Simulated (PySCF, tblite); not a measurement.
# C₅H₇N₂O radical: geometry, infrared bands and EPR parameters

Wanted: the infrared bands and EPR parameters of C₅H₇N₂O radical (`[CH2]NC(=O)[C@H](C)C#N`), by calculation.

Programs: tblite 0.8.0 and PySCF 2.14.0, with density-fitted response routines of our own. Each step states its level of theory. These are calculated values for one molecule in the gas phase, unless marked as measured. Atoms count from 0, in the outputs and in this text.

## Step 1: Starting geometry

15 atoms, charge 0, multiplicity 2; geometry from: force field or distance geometry start.

Bonds of the start (Å): C0–N1 1.46, N1–C2 1.41, C2–O3 1.26, C2–C4 1.49, C4–C5 1.51, C4–C6 1.46, C6–N7 1.15, C0–H8 1.11, C0–H9 1.13, N1–H10 1.05, C4–H11 1.13, C5–H12 1.08, C5–H13 1.10, C5–H14 1.12.

## Step 2: Relaxing the molecule with GFN2-xTB

What the job is given:

```
{"job": {"kind": "relax", "xc": "GFN2-xTB", "basis": "xTB"}, "charge": 0, "multiplicity": 2}
C      2.631600     0.682900     0.106300
N      1.316500     0.157700    -0.253400
C      0.179900     0.787100     0.304600
O      0.253400     1.795600     1.058200
C     -1.153600     0.227700    -0.063300
C     -1.298700    -1.213900     0.355300
C     -1.378200     0.349500    -1.504700
N     -1.570200     0.443400    -2.639700
H      3.222700    -0.152300     0.533400
H      2.486100     1.479800     0.897600
H      1.225000    -0.681300    -0.883400
H     -1.918400     0.810800     0.525100
H     -1.789000    -1.837100    -0.381700
H     -1.919900    -1.248800     1.267800
H     -0.291800    -1.593000     0.655900
```

Started as:

```
> OMP_NUM_THREADS=1 python probes_run.py task.json out
```

This one command runs all jobs of the session in turn.

**Question.** This job is followed by: GFN2-xTB harmonic vibrations, gas phase; UKS B3LYP, pcH-1 on C H N O, non-relativistic, mean-field spin-orbit, GIAO. What will the session give for the following? strongest single infrared mode (GFN2-xTB); zero-point energy (GFN2-xTB); g(iso) (B3LYP); ⟨S²⟩; largest a(iso) (averaged by class); potential on the surface of density 0.002 e/bohr³, 1st and 99th percentile.

The runs gave:

| quantity | value |
| --- | --- |
| strongest single infrared mode (GFN2-xTB) | 1712 cm⁻¹, 439 km/mol |
| zero-point energy (GFN2-xTB) | 70.6 kcal/mol |
| g(iso) (B3LYP) | 2.00295 |
| ⟨S²⟩ | 0.756 (exact 0.75) |
| largest a(iso) (averaged by class) | 13C on C0, 71.0 MHz |
| potential on the surface of density 0.002 e/bohr³, 1st and 99th percentile | -1.61 V and 2.25 V |

What this shows: Over 95 steps the energy fell by 1.086 eV; of the close pairs, C0–N1 changed most, 1.461 to 1.351 Å. All 39 modes are real, so the xTB geometry is a minimum. The strongest single mode, at 1712 cm⁻¹, moves mainly C2 and O3. Unscaled tight-binding wavenumbers are off by several per cent, some by more. Its intensities can rank the bands wrongly. C0 carries the largest spin population, 0.88 e. The isotropic g lies 0.6 ppt above the free-electron value. These values are for one conformer; the search (at its own cheap level) found 2 more, at 0.55, 0.56 kcal/mol, and measured spectra average over such forms.
